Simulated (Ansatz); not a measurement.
**C₂H₇BrGe: one species, many methods**

An exercise on one series of results from a longer session: the logs are not shown, and one member is left open.

Method: functionals in def2-TZVPP, the program's frozen cores in correlated methods; program: Ansatz 0.2.0, Gaussian basis.

Levels to be run: PBE-D4, r2SCAN-D4, PBE0-D4, B3LYP-D4, ωB97X-V, ωB97M-V, B2PLYP; CCSD(T)/def2-TZVPP; MP2/def2-QZVPP; extrapolation to the limit.

### The relaxed structure

An earlier PBE0-D4 in a triple-zeta def2 set relaxation fixed the geometry.

11 atoms, charge 0, spin multiplicity 1.

Atoms are counted from 1 here; the program's logs count them from 0.

Bond lengths: Ge1–C2 1.970 Å, Ge1–H5 1.539 Å, Ge1–H6 1.536 Å, Ge1–H7 1.539 Å, C2–C3 1.502 Å, C2–H8 1.092 Å, C2–H9 1.092 Å, C3–Br4 1.960 Å, C3–H10 1.089 Å, C3–H11 1.089 Å. Angles: C2–Ge1–H5 109.8°, C2–Ge1–H6 109.5°, C2–Ge1–H7 109.8°, H5–Ge1–H6 109.4°, H5–Ge1–H7 108.8°, H6–Ge1–H7 109.4°, Ge1–C2–C3 111.6°, Ge1–C2–H8 108.0°, Ge1–C2–H9 108.0°, C3–C2–H8 110.8°, C3–C2–H9 110.8°, H8–C2–H9 107.4°, C2–C3–Br4 112.1°, C2–C3–H10 112.7°, C2–C3–H11 112.7°, Br4–C3–H10 104.8°, Br4–C3–H11 104.8°, H10–C3–H11 109.1°.

The first run:

File in.yaml:

```yaml
crystal:
  periodic: [false, false, false]
  atoms:
    - {symbol: Ge, position_ang: [0.052574, 1.550764, 0.306114]}
    - {symbol: C, position_ang: [-0.566456, -0.318653, 0.240773]}
    - {symbol: C, position_ang: [0.418099, -1.201485, -0.471083]}
    - {symbol: Br, position_ang: [-0.182178, -3.066081, -0.544539]}
    - {symbol: H, position_ang: [0.239525, 2.089298, -1.123005]}
    - {symbol: H, position_ang: [-0.985817, 2.409987, 1.043685]}
    - {symbol: H, position_ang: [1.399364, 1.629177, 1.045983]}
    - {symbol: H, position_ang: [-1.536699, -0.336073, -0.260167]}
    - {symbol: H, position_ang: [-0.722262, -0.659008, 1.266698]}
    - {symbol: H, position_ang: [0.564042, -0.914908, -1.511146]}
    - {symbol: H, position_ang: [1.385109, -1.239919, 0.027485]}
basis:
  gaussian: {orbitals: def2-TZVPP}
hamiltonian: {xc: pbe, dispersion: d4}
output: {forces: true, orbitals: {seedname: orbitals}}
```

On the command line:

```console
$ ansatz run in.yaml --threads 2 --pin off --events-out ev --progress --plain --max-ram 32768MiB --backend cpu
```

Among the steps run: PBE-D4 (GGA); r2SCAN-D4 (meta-GGA); PBE0-D4 (hybrid); B3LYP-D4 (hybrid); ωB97X-V (range-separated); ωB97M-V (range-separated); B2PLYP (double hybrid); CCSD(T) in def2-TZVPP; MP2 in def2-QZVPP.

One table of the session follows, with a row left open; its other results are not shown here.

| method | atomisation energy (kJ/mol) |
| --- | --- |
| PBE-D4 | 3628.0 |
| r2SCAN-D4 | 3605.5 |
| PBE0-D4 | 3596.4 |
| B3LYP-D4 | 3581.0 |
| ωB97X-V | 3605.1 |
| ωB97M-V | 3583.9 |
| B2PLYP | 3549.0 |
| HF/def2-TZVPP | 2666.9 |
| MP2/def2-TZVPP | 3548.7 |
| CCSD/def2-TZVPP | 3490.6 |
| CCSD(T)/def2-TZVPP | 3536.4 |
| MP2/CBS | 3623.2 |
| CCSD(T)/CBS | ? |

Q: Estimate the row for CCSD(T)/CBS from the others.

**Answer.** atomisation energy (kJ/mol): 3610.9. In the column «atomisation energy (kJ/mol)» it lies between r2SCAN-D4 (3605.5) and MP2/CBS (3623.2).

Some runs used a GPU and others CPU threads alone; cost is compared among the CPU runs only.

Among the levels timed on like hardware, those that no quicker one beats, quickest first: PBE-D4 (4.6 s, +17.1 kJ/mol); PBE0-D4 (7 s, -14.5 kJ/mol); r2SCAN-D4 (8.5 s, -5.4 kJ/mol).

To keep in mind: Free atoms (1 Ge, 2 C, 1 Br, 7 H) were run apart at each level; the atomisation energy is their sum less the molecule, without zero-point or spin-orbit terms. All levels share the lack of spin-orbit coupling, which lowers the free heavy atoms and so the true binding.
